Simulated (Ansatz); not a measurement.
**CH₄AsBS: one species, many methods**

An exercise on one series of results from a longer session: the logs are not shown, and one member is left open.

Computed with Ansatz 0.2.0, Gaussian basis. Level: functionals in def2-TZVPP, the program's frozen cores in correlated methods.

Levels to be run: LDA (SPW92), PBE-D4, revPBE-D4, BLYP-D4, r2SCAN-D4, B97M-V, PBE0-D4, B3LYP-D4, r2SCANh-D4, r2SCAN0-D4, HSE06-D4, BHLYP-D4, CAM-B3LYP-D4, LC-ωPBE, ωB97X-V, ωB97M-V, B2PLYP, PBE-QIDH; CCSD(T)/def2-SVP; CCSD(T)/def2-TZVPP; MP2/def2-QZVPP; extrapolation to the limit; RPA on PBE.

## The relaxed structure

An earlier PBE0-D4 in a triple-zeta def2 set relaxation fixed the geometry.

SMILES `B1SC[AsH]1`, 8 atoms, charge 0, spin multiplicity 1.

Atoms are counted from 1 here; the program's logs count them from 0.

Bond lengths: B1–S2 1.769 Å, B1–As4 2.038 Å, B1–H5 1.189 Å, S2–C3 1.817 Å, C3–As4 2.008 Å, C3–H6 1.088 Å, C3–H7 1.089 Å, As4–H8 1.524 Å. Angles: S2–B1–As4 97.1°, S2–B1–H5 126.7°, As4–B1–H5 136.1°, B1–S2–C3 88.7°, S2–C3–As4 96.6°, S2–C3–H6 110.9°, S2–C3–H7 112.1°, As4–C3–H6 113.2°, As4–C3–H7 113.7°, H6–C3–H7 109.9°, B1–As4–C3 76.6°, B1–As4–H8 96.3°, C3–As4–H8 97.4°.

Set-up of the first run:

File in.yaml:

```yaml
crystal:
  periodic: [false, false, false]
  atoms:
    - {symbol: B, position_ang: [-1.235020, 0.276415, -0.686153]}
    - {symbol: S, position_ang: [-0.252551, 1.528732, 0.086798]}
    - {symbol: C, position_ang: [1.030311, 0.278036, 0.389403]}
    - {symbol: As, position_ang: [0.183098, -1.187036, -0.690596]}
    - {symbol: H, position_ang: [-2.345093, 0.395222, -1.094865]}
    - {symbol: H, position_ang: [1.100275, 0.042665, 1.449673]}
    - {symbol: H, position_ang: [2.004114, 0.590811, 0.014479]}
    - {symbol: H, position_ang: [-0.393034, -1.981945, 0.475462]}
basis:
  gaussian: {orbitals: def2-TZVPP}
hamiltonian: {xc: lda}
output: {orbitals: {seedname: orbitals}}
```

Launch:

```console
$ ansatz run in.yaml --threads 2 --pin off --events-out ev --progress --plain --max-ram 4352MiB
```

Among the steps run: LDA; PBE-D4 (GGA); revPBE-D4 (GGA); BLYP-D4 (GGA); r2SCAN-D4 (meta-GGA); B97M-V (meta-GGA); PBE0-D4 (hybrid); B3LYP-D4 (hybrid); r2SCANh-D4 (hybrid); r2SCAN0-D4 (hybrid); HSE06-D4 (hybrid); BHLYP-D4 (hybrid); CAM-B3LYP-D4 (range-separated); LC-ωPBE (range-separated); ωB97X-V (range-separated); ωB97M-V (range-separated); B2PLYP (double hybrid); PBE-QIDH (double hybrid).

One of the session's tables, all rows but one given; the rest of the session is left out.

It belongs to the step «Orbital energies across the functionals». 

```
  functional  HOMO (eV)  LUMO (eV)  gap (eV)
 LDA (SPW92)      -6.00      -2.44      3.56
      PBE-D4          ?          ?         ?
   revPBE-D4      -5.80      -2.16      3.64
     BLYP-D4      -5.69      -2.06      3.63
   r2SCAN-D4      -6.07      -2.02      4.05
      B97M-V      -6.12      -2.00      4.12
     PBE0-D4      -6.90      -1.37      5.53
    B3LYP-D4      -6.69      -1.53      5.16
  r2SCANh-D4      -6.46      -1.71      4.75
  r2SCAN0-D4      -7.05      -1.24      5.80
    HSE06-D4      -6.51      -1.75      4.76
    BHLYP-D4      -7.82      -0.34      7.47
CAM-B3LYP-D4      -8.14      -0.25      7.89
     LC-ωPBE      -9.44       0.80     10.24
     ωB97X-V      -9.10       0.75      9.85
     ωB97M-V      -8.95       0.60      9.55
```

**Question.** Estimate the row for PBE-D4.

As computed: HOMO (eV): -5.85; LUMO (eV): -2.24; gap (eV): 3.61. In the column «HOMO (eV)» it lies between LDA (SPW92) (-6.00) and revPBE-D4 (-5.80).
